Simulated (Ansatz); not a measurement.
**GeAsH₃ (triplet): the correlation ladder, cc-pVDZ**

One table from this session's results is given with a row withheld; the runs are named, their logs left out.

Computed with Ansatz 0.2.0, Gaussian basis. Level: cc-pVDZ, core rule «outside noble gas», up to 28 orbitals frozen.

Plan: UHF; CCSD(T) on ROHF; CCSD(T) on UHF; BCCD(T) on ROHF; CISD; CCSDT(Q) on ROHF; CCSDT(Q) on UHF; CASSCF and NEVPT2, 12 electrons in 11 orbitals.

24 further runs of the same task are left out: 11 that didn't finish, 13 set aside as unsound or not needed.

## The system

The geometry is a PBE0/def2-TZVP stationary point (not a proven minimum). No spin-orbit coupling is included. The filled d shell of Ge, As may be among the frozen orbitals whatever the setting's name suggests; the logs give the count.

5 atoms, charge 0, spin multiplicity 3.

Atoms are counted from 1 here; the program's logs count them from 0.

Bond lengths: Ge1–As2 2.414 Å, Ge1–H3 1.557 Å, As2–H4 1.522 Å, As2–H5 1.522 Å. Angles: As2–Ge1–H3 114.2°, Ge1–As2–H4 97.6°, Ge1–As2–H5 97.6°, H4–As2–H5 92.8°.

The first run:

Contents of in.yaml:

```yaml
crystal:
  periodic: [false, false, false]
  atoms:
    - {symbol: Ge, position_ang: [0.000000, 0.064628, 1.230152]}
    - {symbol: As, position_ang: [0.000000, -0.070415, -1.180173]}
    - {symbol: H, position_ang: [0.000000, -1.317769, 1.946080]}
    - {symbol: H, position_ang: [1.101747, 0.947133, -1.438211]}
    - {symbol: H, position_ang: [-1.101747, 0.947133, -1.438211]}
basis:
  gaussian: {orbitals: cc-pVDZ}
magnetization: {spin_polarized: true, initial_magnetization: 2}
hamiltonian: {xc: hf}
output: {orbitals: {seedname: orbitals}}
```

The run is started by

```bash
$ ansatz run in.yaml --threads 1 --pin off --events-out ev --progress --plain --max-ram 2393MiB
```

Steps of the session up to this table: UHF; CCSD(T) on ROHF; CCSD(T) on UHF; BCCD(T) on ROHF; CISD; CCSDT(Q) on ROHF; CCSDT(Q) on UHF; CASSCF and NEVPT2, 12 electrons in 11 orbitals.

One of the session's tables, all rows but one given; the rest of the session is left out.

```
        method  from UCCSDT(Q) (kJ/mol)
          ROHF                   +590.6
           UHF                   +581.1
          RMP2                   +121.8
          UMP2                        ?
          CISD                    +69.9
         RCCSD                    +21.8
         UCCSD                    +20.6
      RCCSD(T)                     +4.9
      UCCSD(T)                     +4.0
       BCCD(T)                     +4.8
        RCCSDT                     +1.8
        UCCSDT                     +0.9
     RCCSDT(Q)                     +0.9
     UCCSDT(Q)                        0
CASSCF valence                   +407.5
NEVPT2 valence                    +99.9
```

Q: Estimate the row for UMP2 from the others.

As computed: from UCCSDT(Q) (kJ/mol): +120.6. In the column «from UCCSDT(Q) (kJ/mol)» it lies between NEVPT2 valence (+99.9) and RMP2 (+121.8).

Among the levels timed on like hardware and quicker than the yardstick, those that no quicker one beats, quickest first: UCCSD(T) (4.5 s, +4.0 kJ/mol).

With the free atoms at the same levels and basis (separate runs), the atomisation energy is 9.271 eV at UCCSDT(Q), 9.260 eV at RCCSD(T), 9.244 eV at UCCSD(T), 6.740 eV at ROHF.

Caveats from the session: Restricted and unrestricted rows rest on different reference determinants; where their highest levels disagree by more than a few hundredths of an eV, they describe different states and don't form one ladder.
